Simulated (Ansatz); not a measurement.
# C: properties at the relaxed cell

The task here is to estimate one member of a computed series from the others.

A COD entry behind a cell of this session may itself be a prediction, so a difference from it is no test against experiment.

Computed with Ansatz 0.2.0 (DFT r2SCAN, scalar-relativistic, plane waves, PAW, unless a step's input says otherwise).

### The starting structure

Symmetry: R-3m, No. 166, trigonal system. Conventional cell: a = 2.513 Å, b = 2.513 Å, c = 43.343 Å, α = 90.00°, β = 90.00°, γ = 120.00°. C (site symmetry 3m) is surrounded by 4 C at 1.54 Å. Around C (site symmetry 3m) lie 4 C at 1.54 to 1.57 Å.

As a file:

```
C
1.0
     1.25656    0.72548   14.44763
    -1.25656    0.72548   14.44763
     0.00000   -1.45095   14.44763
C
14
Direct
  0.01778 0.01778 0.01778
  0.98222 0.98222 0.98222
  0.17260 0.17260 0.17260
  0.82740 0.82740 0.82740
  0.20814 0.20814 0.20814
  0.79186 0.79186 0.79186
  0.26815 0.26815 0.26815
  0.73185 0.73185 0.73185
  0.30368 0.30368 0.30368
  0.69632 0.69632 0.69632
  0.41046 0.41046 0.41046
  0.58954 0.58954 0.58954
  0.44659 0.44659 0.44659
  0.55341 0.55341 0.55341
```

It is the result of an earlier relaxation at this level (volume 5.64 Å³/atom; gap on the mesh: 4.66 eV).

Set-up of the first run:

input.yaml

```yaml
crystal:
  lattice:
    - [1.2438691863, 0.7181482096, 14.3016861041]
    - [-1.2438691863, 0.7181482096, 14.3016861041]
    - [0.0, -1.4362964191, 14.3016861041]
  atoms:
    - { symbol: C, position: [0.0177809157, 0.0177809157, 0.0177809157] }
    - { symbol: C, position: [0.9822190843, 0.9822190843, 0.9822190843] }
    - { symbol: C, position: [0.1726031451, 0.1726031451, 0.1726031451] }
    - { symbol: C, position: [0.8273968549, 0.8273968549, 0.8273968549] }
    - { symbol: C, position: [0.2081376707, 0.2081376707, 0.2081376707] }
    - { symbol: C, position: [0.7918623293, 0.7918623293, 0.7918623293] }
    - { symbol: C, position: [0.2681460741, 0.2681460741, 0.2681460741] }
    - { symbol: C, position: [0.7318539259, 0.7318539259, 0.7318539259] }
    - { symbol: C, position: [0.3036839499, 0.3036839499, 0.3036839499] }
    - { symbol: C, position: [0.6963160501, 0.6963160501, 0.6963160501] }
    - { symbol: C, position: [0.4104622748, 0.4104622748, 0.4104622748] }
    - { symbol: C, position: [0.5895377252, 0.5895377252, 0.5895377252] }
    - { symbol: C, position: [0.4465870322, 0.4465870322, 0.4465870322] }
    - { symbol: C, position: [0.5534129678, 0.5534129678, 0.5534129678] }
basis:
  ecutwfc: 500
kpoints:
  mp_grid: { grid: [12, 12, 12] }
hamiltonian:
  xc: r2scan
scf:
  occupations: { method: gaussian, width: 0.02 }
output:
  forces: true
  stress: true
  eigenvalues: true
relax:
  adjacent_minimum: "off"
  f_tol: 0.01
  max_steps: 30
  cell: { stress_tol: 0.1, fix: [volume] }
```

The run is started by

```console
$ ansatz run input.yaml --threads 4 --pin off --max-ram 10240MiB --backend cpu --events-out ev --progress --plain --runs-dir out
```

Among the steps run: Point at V/V0 = 0.97; The cell scaled to 1.03 of its volume; Volume × 0.94; Volume × 1.06; Volume × 0.91; Volume × 1.10; The cell scaled to 0.88 of its volume.

One of the session's tables, all rows but one given; the rest of the session is left out.

It belongs to the step «Energy against volume». 

```
volume (Å³/atom)  energy above the lowest point (meV/atom)  pressure (GPa)  gap on the mesh (eV)
           4.967                                     139.0           72.61                  5.00
           5.137                                      74.3           50.43                  4.91
           5.306                                      31.4           31.20                  4.82
           5.475                                       7.5           14.49                  4.74
           5.645                                       0.0           -0.03                  4.66
           5.814                                         ?               ?                     ?
           5.983                                      26.2          -23.62                  4.50
           6.209                                      68.5          -36.04                  4.41
```

Q: Estimate the row for volume (Å³/atom) = 5.814 from the others.

Worked estimate for «energy above the lowest point (meV/atom)». A straight line through the neighbours (5.645, 0.0) and (5.983, 26.2) gives 0.0 + (26.2 − 0.0) × (5.814 − 5.645) / (5.983 − 5.645) = 13.1; a parabola fitted to 4 rows on both sides gives 7.1.

**Answer.** energy above the lowest point (meV/atom): 6.9; pressure (GPa): -12.65; gap on the mesh (eV): 4.58. In «energy above the lowest point (meV/atom)» the line misses by +6.2 and the parabola by +0.2.
